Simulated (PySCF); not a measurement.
# C7H9NSSi: geometry, NMR shifts

Aim: predict the NMR shifts of C7H9NSSi (`[SiH3]Cc1csc2cc[nH]c12`).

Programs: PySCF 2.14.0, with density-fitted response routines of our own. Each step states its level of theory. These are calculated values for one molecule, in the gas phase or a continuum, unless marked as measured. Atoms count from 0, in the outputs and in this text.

## Step 1: The molecule as given

19 atoms, charge 0, multiplicity 1; geometry from: GFN2-xTB. The atoms were then displaced at random by about 0.01 Å, so the start is not that level's minimum.

Bonds of the start (Å): Si0–C1 1.91, C1–C2 1.47, C2–C3 1.37, C3–S4 1.72, S4–C5 1.72, C5–C6 1.42, C6–C7 1.38, C7–N8 1.38, N8–C9 1.35, C9–C2 1.42, C9–C5 1.38, Si0–H10 1.49, Si0–H11 1.44, Si0–H12 1.45, C1–H13 1.09, C1–H14 1.09, C3–H15 1.11, C6–H16 1.06, C7–H17 1.05, N8–H18 1.02.

## Step 2: Geometry optimisation at PBE0-D3(BJ)/def2-SVP

The job: settings as JSON, then the geometry in Å.

```
{"job": {"xc": "PBE0", "basis": "def2-SVP", "d3": "d3bj", "grid": 1, "shake": 0.01, "kind": "geom"}, "charge": 0, "multiplicity": 1}
Si    -2.615710    -0.015800    -0.749160
C     -1.457390     1.269950     0.051650
C     -0.352140     0.578760     0.739020
C     -0.197710     0.374410     2.084020
S      1.181190    -0.521240     2.574530
C      1.687220    -0.627900     0.933160
C      2.740040    -1.162210     0.147190
C      2.430130    -0.834480    -1.153100
N      1.237840    -0.136620    -1.166500
C      0.775120    -0.009730     0.098100
H     -3.662430     0.743480    -1.496900
H     -1.865370    -0.835860    -1.667770
H     -3.272430    -0.800600     0.281470
H     -1.064080     1.947820    -0.700570
H     -2.002880     1.878870     0.769050
H     -0.915830     0.708240     2.855240
H      3.594800    -1.687550     0.480960
H      2.940880    -1.055530    -2.044710
H      0.788010     0.193050    -2.014920
```

Launch:

```sh
> OMP_NUM_THREADS=1 python probes_run.py task.json out
```

One launch serves the whole session: the jobs run in the order shown.

Standard output:

```text
step   0  E = -1013.50689755  max force = 0.030142
step   1  E = -1013.51291147  max force = 0.008066
step   2  E = -1013.51317545  max force = 0.003656
step   3  E = -1013.51326617  max force = 0.004987
step   4  E = -1013.51330208  max force = 0.003671
step   5  E = -1013.51336124  max force = 0.001424
step   6  E = -1013.51338470  max force = 0.000440
step   7  E = -1013.51339395  max force = 0.000507
step   8  E = -1013.51341253  max force = 0.000883
step   9  E = -1013.51341963  max force = 0.000695
step  10  E = -1013.51342882  max force = 0.000244
optimisation converged
```

It took 8 min on 1 thread of AMD EPYC, shared host; peak memory 0.89 GiB.

Step by step:

```tsv
step	energy from step 0 (eV)	largest force component (eV/Å)
0	0.0000	1.5500
1	-0.1636	0.4148
2	-0.1708	0.1880
3	-0.1733	0.2564
4	-0.1743	0.1888
5	-0.1759	0.0732
6	-0.1765	0.0226
7	-0.1768	0.0261
8	-0.1773	0.0454
9	-0.1775	0.0357
10	-0.1777	0.0125
```

Distances of close pairs at the start and the end, largest changes first:

```tsv
bond	before (Å)	after (Å)	change (Å)
Si0–H11	1.442	1.497	+0.055
Si0–H12	1.452	1.492	+0.040
C7–H17	1.051	1.088	+0.037
C6–H16	1.057	1.087	+0.030
C3–S4	1.716	1.738	+0.022
C1–C2	1.474	1.496	+0.022
C1–H13	1.086	1.105	+0.019
N8–C9	1.353	1.369	+0.017
```

The end geometry stands in the next job.

```tsv
at the end point	value
point group (found at 0.08 Å tolerance)	C1
rotational constants (GHz, main isotopes)	1.517, 0.787, 0.556
dipole moment (D)	2.49
```

## Step 3: Shielding tensors: PBE0/pcSseg-1 in chloroform

The job: settings as JSON, then the geometry in Å.

```
{"job": {"kind": "nmr", "xc": "PBE0", "basis": "pcSseg-1", "solvent": "chloroform", "pop": true}, "charge": 0, "multiplicity": 1}
Si    -2.577356     0.062306    -0.688257
C     -1.423379     1.241777     0.246129
C     -0.278031     0.537344     0.901567
C     -0.109341     0.372621     2.255090
S      1.313255    -0.520801     2.701401
C      1.746515    -0.714506     1.040499
C      2.746767    -1.296335     0.216288
C      2.368865    -1.016139    -1.082314
N      1.200189    -0.294787    -1.079235
C      0.801500    -0.101740     0.216352
H     -3.702765     0.825792    -1.311874
H     -1.823925    -0.628376    -1.782269
H     -3.131087    -0.968513     0.237812
H     -1.061054     2.004571    -0.466357
H     -2.023171     1.780014     0.996448
H     -0.766994     0.747536     3.039024
H      3.631872    -1.850690     0.517862
H      2.855980    -1.284047    -2.017540
H      0.707462     0.016216    -1.903187
```

Level: GIAO PBE0/pcSseg-1 NMR shielding, non-relativistic, IEF-PCM chloroform.

Standard output:

```text
coarse grid: 17496 points
cycle   1  E = -1013.7743011617  dE =  1.793e+00  |g| = 3.845e-01  |ddm| = 4.494e+00
cycle   2  E = -1013.7655725560  dE =  8.729e-03  |g| = 4.332e-01  |ddm| = 8.511e-01
cycle   3  E = -1013.8132610667  dE = -4.769e-02  |g| = 8.499e-02  |ddm| = 4.819e-01
cycle   4  E = -1013.8146981621  dE = -1.437e-03  |g| = 3.564e-02  |ddm| = 9.641e-02
cycle   5  E = -1013.8149756092  dE = -2.774e-04  |g| = 8.592e-03  |ddm| = 3.394e-02
cycle   6  E = -1013.8149937197  dE = -1.811e-05  |g| = 2.453e-03  |ddm| = 1.210e-02
cycle   7  E = -1013.8149949522  dE = -1.233e-06  |g| = 9.543e-04  |ddm| = 3.213e-03
final grid: 161472 points
cycle   8  E = -1013.8743517217  dE = -3.297e-05  |g| = 9.195e-03  |ddm| = 4.919e-02
cycle   9  E = -1013.8743347919  dE =  1.693e-05  |g| = 1.222e-02  |ddm| = 2.246e-02
cycle  10  E = -1013.8743731940  dE = -3.840e-05  |g| = 1.340e-03  |ddm| = 1.377e-02
cycle  11  E = -1013.8743736290  dE = -4.350e-07  |g| = 3.224e-04  |ddm| = 1.505e-03
cycle  12  E = -1013.8743736540  dE = -2.497e-08  |g| = 6.064e-05  |ddm| = 3.470e-04
cycle  13  E = -1013.8743736547  dE = -6.792e-10  |g| = 2.826e-05  |ddm| = 8.243e-05
converged SCF energy = -1013.8743736547

GIAO shielding tensors (ppm)
atom      isotropic    diamagn.    paramagn.     s11        s22        s33       span
  0 Si     417.700     878.911    -461.212    383.923    405.524    463.652     79.729
  1 C      173.770     248.753     -74.983    158.884    167.256    195.169     36.285
  2 C       57.939     256.784    -198.845    -26.051     48.885    150.984    177.035
  3 C       59.921     256.697    -196.776    -16.089     77.647    118.205    134.294
  4 S      383.733    1055.892    -672.159    238.106    452.027    461.068    222.962
  5 C       54.261     272.755    -218.494      3.137     33.425    126.221    123.084
  6 C       78.695     252.435    -173.739      6.516     66.539    163.031    156.515
  7 C       57.969     249.082    -191.113    -16.559     61.588    128.877    145.436
  8 N      108.863     327.167    -218.304     31.067    104.777    190.744    159.677
  9 C       44.984     251.385    -206.401     -7.325     32.426    109.852    117.177
 10 H       27.212      27.882      -0.670     24.069     24.429     33.138      9.070
 11 H       27.118      29.716      -2.597     22.039     28.179     31.136      9.097
 12 H       27.566      28.505      -0.939     24.059     26.271     32.368      8.309
 13 H       28.801      29.809      -1.007     24.454     26.925     35.024     10.569
 14 H       28.712      29.078      -0.366     22.865     28.373     34.899     12.034
 15 H       24.602      31.382      -6.780     20.171     26.458     27.177      7.007
 16 H       24.645      30.610      -5.965     20.694     25.440     27.803      7.109
 17 H       24.109      28.218      -4.109     19.873     24.992     27.463      7.590
 18 H       23.217      34.208     -10.991     15.232     25.133     29.285     14.053
```

Run time: 1.9 min. Hardware: 1 thread of AMD EPYC, shared host; peak memory 1.2 GiB.

Shifts follow as δ = σ(reference) − σ, with reference shieldings (ppm) from runs at the same level and on the same kind of geometry: 1H TMS 31.25, 13C TMS 185.2, 29Si TMS 351.9, 15N NH3 267.8, 33S CS2 495. The references are single molecules in the same continuum, so shifts against H2O, NH3, PH3, H3PO4 or CFCl3 are not on the usual liquid scales and can be off by tens of ppm. Atoms listed in one row are averaged.

```tsv
atoms	environment	σ (ppm)	δ (ppm)
C9	ring-fusion aromatic carbon	45.0	140.2
C5	ring-fusion aromatic carbon	54.3	130.9
C2	substituted aromatic carbon	57.9	127.2
C7	aromatic CH next to a ring nitrogen	58.0	127.2
C3	aromatic CH next to the ring sulfur	59.9	125.2
C6	aromatic CH	78.7	106.5
C1	sp3 CH2 bonded to Si, on an aromatic ring	173.8	11.4
H18	hydrogen on a pyrrole-type ring nitrogen	23.22	8.03
H17	hydrogen on an aromatic CH next to a ring nitrogen	24.11	7.14
H15	hydrogen on an aromatic CH next to the ring sulfur	24.60	6.64
H16	hydrogen on an aromatic CH	24.65	6.60
H10, H11, H12	hydrogen on a silicon bonded to C	27.30	3.95
H13, H14	hydrogen on an sp3 CH2 bonded to Si, on an aromatic ring	28.76	2.49
Si0	silicon bonded to C, 3 H	417.7	-65.8
S4	aromatic ring sulfur	384	112
N8	pyrrole-type ring nitrogen	108.9	158.9
```

Charges from the same density, by scheme (e):

```tsv
atoms	Mulliken	IAO	Hirshfeld	ESP fit
Si0	0.52	0.60	0.31	0.45
C1	-0.39	-0.54	-0.15	-0.26
C2	-0.10	-0.04	-0.03	-0.06
C3	-0.31	-0.34	-0.10	-0.43
S4	0.27	0.28	0.05	-0.01
C5	-0.35	-0.21	-0.08	0.02
C6	-0.16	-0.24	-0.11	-0.30
C7	0.11	-0.10	-0.03	-0.34
N8	-0.48	-0.24	-0.07	-0.19
C9	0.27	0.02	0.00	0.12
```

Mayer bond orders: Si0–C1 0.91, C1–C2 1.05, C2–C3 1.58, C3–S4 1.12, S4–C5 1.06, C5–C6 1.30, C6–C7 1.54, C7–N8 1.18, N8–C9 1.10, C9–C2 1.11, C9–C5 1.31.

Ring of atoms C2, C3, S4, C5, C9: NICS(0) -11.6, NICS(1) -9.7, NICS(1)zz -21.1 ppm (means of both faces).

Ring of atoms C5, C6, C7, N8, C9: NICS(0) -13.4, NICS(1) -11.1, NICS(1)zz -28.2 ppm (means of both faces).

## Step 4: Summary of results

| quantity | value |
| --- | --- |
| point group | C1 |
| rotational constants (main isotopes) | 1.52, 0.79, 0.56 GHz |
| 13C shifts against TMS (PBE0/pcSseg-1, chloroform) | 140.2, 130.9, 127.2, 127.2, 125.2, 106.5, 11.4 ppm |
| 1H shifts against TMS (PBE0/pcSseg-1, chloroform, means over atoms taken as alike) | 8.03, 7.14, 6.64, 6.60, 3.95, 2.49 ppm |
| 29Si shifts against TMS (PBE0/pcSseg-1, chloroform) | -65.8 ppm |
| 33S shifts against CS2 (PBE0/pcSseg-1, chloroform) | 112 ppm |
| 15N shifts against NH3 (PBE0/pcSseg-1, chloroform) | 158.9 ppm |

In words: The start of the PBE0/def2-SVP relaxation was shaken at random by about 0.01 Å, so part of the energy gained, and of the first lengths quoted, undoes that. Over 10 steps the energy fell by 0.178 eV; of the close pairs, Si0–H11 changed most, 1.442 to 1.497 Å. At PBE0/pcSseg-1: Shielding is most anisotropic at S4 (span 223 ppm, paramagnetic term -672 ppm). NICS(1)zz of -21 ppm above the planar ring from C2 marks a diatropic (aromatic) ring current. NICS(1)zz of -28 ppm above the planar ring from C5 marks a diatropic (aromatic) ring current.
